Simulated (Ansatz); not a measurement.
# ClGe: the cost of one run

The runs use Ansatz 0.2.0, Gaussian basis; def2-QZVPP, all electrons in the functionals.

The runs, in order: PBE, BLYP, r2SCAN, B97M-V, PBE0, B3LYP, at charge 0, quartet; charge 0, doublet; charge 0, sextet; charge 1, triplet; charge 1, quintet.

10 further runs of the same task are left out: 10 set aside as unsound or not needed.

## Step 1: The system

The geometry is a PBE0/def2-TZVP stationary point (not a proven minimum). No spin-orbit coupling is included. The filled d shell of Ge may be among the frozen orbitals whatever the setting's name suggests; the logs give the count.

2 atoms, charge 0, spin multiplicity 4.

Atoms are counted from 1 here; the program's logs count them from 0.

Bond lengths: Ge1–Cl2 2.179 Å.

No dispersion term is added; B97M-V holds VV10 nonlocal correlation. B3LYP takes the VWN-RPA correlation.

The geometry shown and the zero of energy belong to the point charge 0, quartet. The yardstick, RCCSD(T), and other wave-function levels (R restricted, U unrestricted, valence and pair active spaces) come from earlier runs.

## Step 2: PBE, charge 0, quartet

The input, in.yaml:

```yaml
crystal:
  periodic: [false, false, false]
  atoms:
    - {symbol: Ge, position_ang: [0.000000, 0.000000, 0.000000]}
    - {symbol: Cl, position_ang: [0.000000, 0.000000, 2.178600]}
basis:
  gaussian: {orbitals: "def2-QZVPP.json"}
magnetization: {spin_polarized: true, initial_magnetization: 3}
hamiltonian: {xc: {name: PBE}}
output: {orbitals: {seedname: orbitals}}
```

Run with:

```bash
ansatz run in.yaml --threads 1 --pin off --events-out ev --progress --plain --max-ram 2393MiB
```

**Question.** How long does this run take on 1 thread of Arm Neoverse V1, shared host, and how much memory does it need?

About 7.5 s, with a peak of 0.28 GiB.
